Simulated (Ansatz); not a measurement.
# BrH₂NSi (SMILES N[Si]Br): single points off equilibrium

The task here is to estimate one member of a computed series from the others.

Computed with Ansatz 0.2.0, Gaussian basis. Level: single points in def2-TZVPP.

Cores are frozen in the correlated methods. Filled d shells of the heavier atoms are correlated.

### Starting geometry

SMILES `N[Si]Br`, 5 atoms, charge 0, spin multiplicity 1.

Atoms are counted from 1 here; the program's logs count them from 0.

Bond lengths: N1–Si2 1.663 Å, N1–H4 0.933 Å, N1–H5 1.029 Å, Si2–Br3 2.331 Å. Angles: Si2–N1–H4 128.7°, Si2–N1–H5 118.3°, H4–N1–H5 112.2°, N1–Si2–Br3 97.8°.

Coordinates:

| atom | x (Å) | y (Å) | z (Å) |
| --- | --- | --- | --- |
| N1 | -0.45910 | 0.27150 | -0.39600 |
| Si2 | -0.25330 | -1.05510 | 0.58600 |
| Br3 | 1.99110 | -0.71120 | 1.11410 |
| H4 | 0.14260 | 0.96050 | -0.57960 |
| H5 | -1.40450 | 0.47720 | -0.74620 |

Set-up of the first run:

Input file run/in.yaml:

```yaml
crystal:
  periodic: [false, false, false]
  atoms:
    - {symbol: N, position_ang: [-0.459100, 0.271500, -0.396000]}
    - {symbol: Si, position_ang: [-0.253300, -1.055100, 0.586000]}
    - {symbol: Br, position_ang: [1.991100, -0.711200, 1.114100]}
    - {symbol: H, position_ang: [0.142600, 0.960500, -0.579600]}
    - {symbol: H, position_ang: [-1.404500, 0.477200, -0.746200]}
basis:
  gaussian: {orbitals: def2-TZVPP}
correlation: {method: ccsd_t}
output: {forces: true}
```

The command line of these runs was not kept.

Steps of the session up to this table: CCSD(T)/def2-TZVPP; PBE0-D4/def2-TZVPP; wB97M-V/def2-TZVPP; r2SCAN-D4/def2-TZVPP; PBE-D4/def2-TZVPP; CAM-B3LYP-D4/def2-TZVPP; BLYP-D4/def2-TZVPP.

One of the session's tables, all rows but one given; the rest of the session is left out.

```
      method  RMS force component (eV/Å)  angle to CCSD(T) forces (°)  dipole (D)
     CCSD(T)                       1.672                    reference        3.27
     PBE0-D4                       1.671                          2.4        3.29
     wB97M-V                           ?                            ?           ?
   r2SCAN-D4                       1.665                          2.0        3.31
      PBE-D4                       1.732                          5.6        3.21
CAM-B3LYP-D4                       1.657                          4.0        3.35
     BLYP-D4                       1.708                          8.2        3.20
```

**Question.** Estimate the row for wB97M-V.

As computed: RMS force component (eV/Å): 1.655; angle to CCSD(T) forces (°): 1.9; dipole (D): 3.36. In the column «RMS force component (eV/Å)» it is the lowest.
